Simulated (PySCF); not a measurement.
# One shape, several levels: triplet SnF2

Wanted: a comparison of 6 runs (U-wB97X-V/STO-3G, UB3LYP/STO-3G, UM06-2X/STO-3G, UCCSDT/STO-3G, UCISD/STO-3G, FCI/STO-3G) of triplet SnF2. 

The results are computed with PySCF 2.14.0.

7 further runs of the same task are left out: 7 set aside as unsound or not needed.

### Step 1. The molecule

SnF2 has 3 atoms, charge 0, and is taken as a triplet. SMILES of the parent species: `[F][Sn][F]`. The shape comes from GFN2-xTB, which is rough for such elements, and wasn't checked as a minimum. That shape belongs to the parent species and isn't relaxed for this state.

Bond lengths: Sn1–F2 2.077 Å, Sn1–F3 2.076 Å. Angles: F2–Sn1–F3 102.6°.

### Step 2. The energy at U-wB97X-V/STO-3G (run 1)

Contents of job.py:

```python
from pyscf import gto, dft

mol = gto.M(
    atom='''
Sn   0.005290  -0.007560  -0.865150
F    1.618310  -0.021230   0.443060
F   -1.623610   0.028790   0.422090
''',
    basis='sto-3g',
    verbose=4,
    spin=2,
    charge=0,
    max_memory=1860,
)

mf = dft.UKS(mol)
mf.xc = 'wb97x-v'
mf.grids.level = 5
mf.conv_tol = 1e-10
mf.nlcgrids.level = 1
mf.kernel()
if not mf.converged:
    mf = mf.newton().run(mf.mo_coeff, mf.mo_occ)

e_tot = mf.e_tot
print('Final energy', e_tot)
```

On the command line:

```bash
$ OMP_NUM_THREADS=1 python job.py
```

The program printed:

```text
PySCF version 2.14.0

[INPUT] num. atoms = 3
[INPUT] num. electrons = 68
[INPUT] charge = 0
[INPUT] spin (= nelec alpha-beta = 2S) = 2
[INPUT] symmetry False subgroup None
[INPUT] Mole.unit = angstrom
[INPUT] Symbol           X                Y                Z      unit          X                Y                Z       unit  Magmom
[INPUT]  1 Sn     0.005290000000  -0.007560000000  -0.865150000000 AA    0.009996651199  -0.014286329502  -1.634896556667 Bohr   0.0
[INPUT]  2 F      1.618310000000  -0.021230000000   0.443060000000 AA    3.058162684645  -0.040118885625   0.837262056750 Bohr   0.0
[INPUT]  3 F     -1.623610000000   0.028790000000   0.422090000000 AA   -3.068178233105   0.054405215126   0.797634499918 Bohr   0.0

nuclear repulsion = 242.558609252365
number of shells = 17
number of NR pGTOs = 111
number of NR cGTOs = 37
basis = sto-3g
ecp = {}

[... 45 lines left out ...]
WARN: HOMO -0.397403457963756 >= LUMO -0.622603678650225
[... 54 lines left out ...]
converged SCF energy = -6161.65393587909  <S^2> = 2.0170289  2S+1 = 3.0113312
Final energy -6161.653935879087
```

Wall time 28 s (1 thread of Arm Neoverse V1, shared host); peak memory 0.28 GiB.

### Step 3. A single-point energy at UB3LYP/STO-3G (run 2)

Contents of geometry.xyz:

```xyz
3
F2Sn
Sn     0.005290    -0.007560    -0.865150
F      1.618310    -0.021230     0.443060
F     -1.623610     0.028790     0.422090
```

Contents of job.py:

```python
from pyscf import gto, dft

mol = gto.M(
    atom='geometry.xyz',
    verbose=3,
    charge=0,
    spin=2,
    max_memory=1860,
    basis='sto-3g',
)

mf = dft.UKS(mol, xc='b3lyp')
mf.grids.level = 5
mf.conv_tol = 1e-10
mf.kernel()
if not mf.converged:
    mf = mf.newton().run(mf.mo_coeff, mf.mo_occ)

e_final = mf.e_tot
print(f'total energy: {e_final:.8f} hartree')
```

On the command line:

```bash
$ OMP_NUM_THREADS=1 python job.py
```

The program printed:

```text
WARN: HOMO -0.44012950153903 >= LUMO -0.595495211141946

WARN: HOMO -0.0268744055851276 >= LUMO -0.0463581226824317

WARN: HOMO -0.0296740128828794 >= LUMO -0.0417879630660271

WARN: HOMO -0.0292749291180728 >= LUMO -0.0407249590064294

WARN: HOMO -0.0292267984673562 >= LUMO -0.0406492440399637

WARN: HOMO -0.0291955597472429 >= LUMO -0.0406201022819464

WARN: HOMO -0.0291641764006602 >= LUMO -0.040639056484764

WARN: HOMO -0.0291641515287657 >= LUMO -0.0406386222177026

WARN: HOMO -0.0291645137160913 >= LUMO -0.0406386569422754

WARN: HOMO -0.0291644563544967 >= LUMO -0.0406389764249239

converged SCF energy = -6161.97749555033  <S^2> = 2.0097973  2S+1 = 3.0065244
total energy: -6161.97749555 hartree
```

Run time: 8.4 s. Hardware: 1 thread of Arm Neoverse V1, shared host; peak memory 0.28 GiB.

Run 3 isn't shown in full; the table further down has it.

### Step 4. A single-point energy at UCCSDT/STO-3G (run 4)

geometry.xyz is that of step 3.

Contents of run.py:

```python
from pyscf import gto, cc

mol = gto.M(
    atom='geometry.xyz',
    max_memory=1860,
    basis='sto-3g',
    spin=2,
    verbose=3,
)

calc0 = mol.UHF()
calc0.conv_tol = 1e-10
calc0.kernel()
if not calc0.converged:
    calc0 = calc0.newton().run(calc0.mo_coeff, calc0.mo_occ)

mycc = cc.CCSDT(calc0, frozen=20)
mycc.kernel()
e_final = mycc.e_tot
print('E = %.10f Eh' % e_final)
```

On the command line:

```bash
$ OMP_NUM_THREADS=1 python run.py
```

The program printed:

```text
WARN: HOMO -0.350638501685361 >= LUMO -0.621805645031955

converged SCF energy = -6159.26977782204  <S^2> = 2.0546665  2S+1 = 3.0362256
_make_eris_incore_UCCSDT

WARN: A large `blksize_v_aaa` is being used, which may cause large memory consumption
      for storing contraction intermediates. If memory is sufficient, consider using
      `pyscf.cc.uccsdt_highm.UCCSDT` instead.

WARN: A large `blksize_v_aab` is being used, which may cause large memory consumption
      for storing contraction intermediates. If memory is sufficient, consider using
      `pyscf.cc.uccsdt_highm.UCCSDT` instead.

UCCSDT converged
E(UCCSDT) = -6159.360032923946   E_corr = -0.09025510190313811
E_corr(same-spin) = -0.0123909356237672
E_corr(oppo-spin) = -0.0778641662793709
E = -6159.3600329239 Eh
```

It took 5.1 s on 1 thread of Arm Neoverse V1, shared host; peak memory 0.13 GiB.

Run 5 isn't shown in full; the table further down has it.

### Step 5. The energy at FCI/STO-3G (run 6)

Contents of calc.py:

```python
from pyscf import gto, scf, mcscf

system = gto.M(
    atom='''
Sn     0.009997    -0.014286    -1.634897
F      3.058163    -0.040119     0.837262
F     -3.068178     0.054405     0.797634
''',
    max_memory=1860,
    unit='bohr',
    verbose=3,
    spin=2,
    basis='sto-3g',
)

mf = scf.ROHF(system)
mf.conv_tol = 1e-10
mf.kernel()
if not mf.converged:
    mf = mf.newton().run(mf.mo_coeff, mf.mo_occ)

cas = mcscf.CASCI(mf, mf.mo_coeff.shape[-1] - 20, (system.nelec[0] - 20, system.nelec[1] - 20))  # full CI above the frozen core
cas.fix_spin_(ss=2.0)
cas.kernel()
energy = cas.e_tot
print('E = %.10f Eh' % energy)
```

On the command line:

```bash
$ OMP_NUM_THREADS=1 python calc.py
```

The program printed:

```text
converged SCF energy = -6159.26705310006
CASCI E = -6159.36033330468  E(CI) = -173.488327971511  S^2 = 2.0000000
E = -6159.3603333047 Eh
```

Wall time 36 s (1 thread of Arm Neoverse V1, shared host); peak memory 0.19 GiB.

### Step 6. All runs side by side

| run | level | nlc grid | integration grid | energy (Eh) | dipole moment (D) of the reference | HOMO energy (eV) | LUMO energy (eV) | wall time |
| --- | --- | --- | --- | --- | --- | --- | --- | --- |
| 1 | U-wB97X-V/STO-3G | 1 | 5 | -6161.653936 | 1.42 | -3.31 | 1.23 | 28 s |
| 2 | UB3LYP/STO-3G | – | 5 | -6161.977496 | 1.04 | -0.79 | – | 8.4 s |
| 3 | UM06-2X/STO-3G | – | 5 | -6162.189305 | 2.12 | -2.36 | 0.46 | 16 s |
| 4 | UCCSDT/STO-3G | – | – | -6159.360033 | 2.83 | -4.18 | 3.37 | 5.1 s |
| 5 | UCISD/STO-3G | – | – | -6159.350717 | 2.83 | -4.18 | 3.37 | 0.97 s |
| 6 | FCI/STO-3G | – | – | -6159.360333 | 3.23 | – | – | 36 s |

### Step 7. Summary of results

```
                                           quantity           value
                                run 6: total energy  -6159.36033 Eh
        run 6: dipole moment (Hartree–Fock density)          3.23 D
run 6: correlation energy (20 core orbitals frozen)       -93.3 mEh
```

In words: Against full CI in this basis: UCCSDT +0.3 mEh; UCISD +9.6 mEh. Over runs 1, 2, 3 the dipole moment (its size) runs from 1.04 D (UB3LYP/STO-3G) to 2.12 D (UM06-2X/STO-3G). Totals of different functionals can't be ranked against each other. In runs 1, 2, 3, 4, 5, 6 the basis is minimal, so the values are rough. In runs 1, 2, 3, 4, 5, 6 relativity is left out where basis or elements ask for it. All runs together took 94 s, the longest 36 s.
